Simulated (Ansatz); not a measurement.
# C₄H₄Cl₂F₆O₂Si: a ladder of functionals and wavefunction methods

An exercise on one series of results from a longer session: the logs are not shown, and one member is left open.

Program: Ansatz 0.2.0, Gaussian basis. Level of theory: functionals in def2-TZVPP, the program's frozen cores in correlated methods. These are calculated values, not measurements.

Levels to be run: LDA (SPW92), PBE-D4, revPBE-D4, BLYP-D4, r2SCAN-D4, B97M-V, PBE0-D4, B3LYP-D4, r2SCANh-D4, r2SCAN0-D4, HSE06-D4, BHLYP-D4, CAM-B3LYP-D4, LC-ωPBE, ωB97X-V, ωB97M-V, B2PLYP, PBE-QIDH; CCSD(T)/def2-SVP; CCSD(T)/def2-TZVPP; MP2/def2-QZVPP; extrapolation to the limit; RPA on PBE.

## Structure used throughout

All runs share one geometry, relaxed beforehand with PBE0-D4 in a triple-zeta def2 set.

SMILES `FC(F)(F)CO[Si](Cl)(Cl)OCC(F)(F)F`, 19 atoms, charge 0, spin multiplicity 1.

Atoms are counted from 1 here; the program's logs count them from 0.

Bond lengths: F1–C2 1.336 Å, C2–F3 1.338 Å, C2–F4 1.332 Å, C2–C5 1.514 Å, C5–O6 1.402 Å, C5–H16 1.093 Å, C5–H17 1.094 Å, O6–Si7 1.622 Å, Si7–Cl8 2.020 Å, Si7–Cl9 2.020 Å, Si7–O10 1.622 Å, O10–C11 1.402 Å, C11–C12 1.514 Å, C11–H18 1.094 Å, C11–H19 1.093 Å, C12–F13 1.338 Å, C12–F14 1.336 Å, C12–F15 1.332 Å. Angles: F1–C2–F3 107.9°, F1–C2–F4 108.1°, F1–C2–C5 109.5°, F3–C2–F4 107.5°, F3–C2–C5 111.6°, F4–C2–C5 112.0°, C2–C5–O6 108.7°, C2–C5–H16 108.0°, C2–C5–H17 107.5°, O6–C5–H16 110.5°, O6–C5–H17 112.9°, H16–C5–H17 109.1°, C5–O6–Si7 125.8°, O6–Si7–Cl8 105.4°, O6–Si7–Cl9 111.5°, O6–Si7–O10 111.9°, Cl8–Si7–Cl9 111.4°, Cl8–Si7–O10 111.5° and more.

Set-up of the first run:

Contents of in.yaml:

```yaml
crystal:
  periodic: [false, false, false]
  atoms:
    - {symbol: F, position_ang: [0.073145, 2.307683, 2.581348]}
    - {symbol: C, position_ang: [-0.650605, 1.308516, 2.068237]}
    - {symbol: F, position_ang: [0.025370, 0.169875, 2.260207]}
    - {symbol: F, position_ang: [-1.786007, 1.222482, 2.758977]}
    - {symbol: C, position_ang: [-0.898616, 1.568092, 0.597697]}
    - {symbol: O, position_ang: [-1.653562, 0.508564, 0.074554]}
    - {symbol: Si, position_ang: [-1.434396, -0.188415, -1.373552]}
    - {symbol: Cl, position_ang: [-2.754638, -1.716020, -1.437469]}
    - {symbol: Cl, position_ang: [-1.749251, 1.119720, -2.880301]}
    - {symbol: O, position_ang: [0.089046, -0.710441, -1.568894]}
    - {symbol: C, position_ang: [0.772649, -1.584122, -0.711099]}
    - {symbol: C, position_ang: [2.200926, -1.104145, -0.566145]}
    - {symbol: F, position_ang: [2.256168, 0.128047, -0.047405]}
    - {symbol: F, position_ang: [2.866113, -1.924672, 0.252126]}
    - {symbol: F, position_ang: [2.839907, -1.076760, -1.734259]}
    - {symbol: H, position_ang: [-1.447691, 2.508916, 0.509258]}
    - {symbol: H, position_ang: [0.076867, 1.675031, 0.113992]}
    - {symbol: H, position_ang: [0.336310, -1.624466, 0.291381]}
    - {symbol: H, position_ang: [0.796665, -2.592283, -1.132355]}
basis:
  gaussian: {orbitals: def2-TZVPP}
hamiltonian: {xc: lda}
output: {orbitals: {seedname: orbitals}}
```

Run with:

```bash
$ ansatz run in.yaml --threads 11 --pin off --events-out ev --progress --plain --max-ram 174080MiB --backend cuda --devices 0, --max-vram 75GiB
```

Steps of the session up to this table: LDA; PBE-D4 (GGA); revPBE-D4 (GGA); BLYP-D4 (GGA); r2SCAN-D4 (meta-GGA); B97M-V (meta-GGA); B3LYP-D4 (hybrid); r2SCANh-D4 (hybrid); r2SCAN0-D4 (hybrid); HSE06-D4 (hybrid); BHLYP-D4 (hybrid); CAM-B3LYP-D4 (range-separated); LC-ωPBE (range-separated); ωB97X-V (range-separated); ωB97M-V (range-separated); B2PLYP (double hybrid); PBE-QIDH (double hybrid).

One of the session's tables, all rows but one given; the rest of the session is left out.

It belongs to the step «Orbital energies across the functionals». 

| functional | HOMO (eV) | gap (eV) |
| --- | --- | --- |
| LDA (SPW92) | -8.00 | 6.83 |
| PBE-D4 | -7.80 | 6.96 |
| revPBE-D4 | -7.73 | 7.03 |
| BLYP-D4 | -7.70 | 6.97 |
| r2SCAN-D4 | -8.22 | 7.79 |
| B97M-V | -8.33 | 7.90 |
| PBE0-D4 | -9.44 | 9.64 |
| B3LYP-D4 | -9.18 | 9.10 |
| r2SCANh-D4 | -8.82 | 8.75 |
| r2SCAN0-D4 | -9.73 | 10.17 |
| HSE06-D4 | -9.04 | 8.85 |
| BHLYP-D4 | -10.91 | 12.15 |
| CAM-B3LYP-D4 | -10.89 | 12.16 |
| LC-ωPBE | -12.26 | 14.87 |
| ωB97X-V | ? | ? |
| ωB97M-V | -11.79 | 13.90 |

Estimate the missing values for ωB97X-V.

**Answer.** HOMO (eV): -11.91; gap (eV): 14.33. In the column «HOMO (eV)» it lies between LC-ωPBE (-12.26) and ωB97M-V (-11.79).
